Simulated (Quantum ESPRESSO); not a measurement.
CsPbBr3:

```
CELL_PARAMETERS angstrom
5.87000 0.00000 0.00000
0.00000 5.87000 0.00000
0.00000 0.00000 5.87000
ATOMIC_POSITIONS crystal
Pb 0.50000 0.50000 0.50000
Cs 0.00000 0.00000 0.00000
Br 0.50000 0.50000 0.00000
Br 0.50000 0.00000 0.50000
Br 0.00000 0.50000 0.50000
```

Measurements of this composition are mostly on another form, of space group No. 62.

Program: Quantum ESPRESSO 7.5. Alike in all runs: no spin polarisation; cell as given; k mesh 5 × 5 × 5; smearing fermi-dirac 0.05 eV. Hardware: 2 MPI ranks on Intel(R) Xeon(R) 6975P-C (Granite Rapids), with other jobs on the host.

Task: Order these runs on this cell by their wall time, lowest first.
A. task band structure; level r2SCAN; potentials or basis SG15 PBE 1.2; cutoff (eV) 762; SCF threshold 1e-08 Ry; symmetry off
B. task single point; level PBE; potentials or basis SSSP 1.3 efficiency PBE; cutoff (eV) 748; SCF threshold 1e-09 Ry
C. task band structure; level LDA; potentials or basis GBRV 1.5 LDA; cutoff (eV) 612; SCF threshold 1e-09 Ry; form of the LDA correlation PZ81

Result: B (60 s), C (170 s), A (700 s).
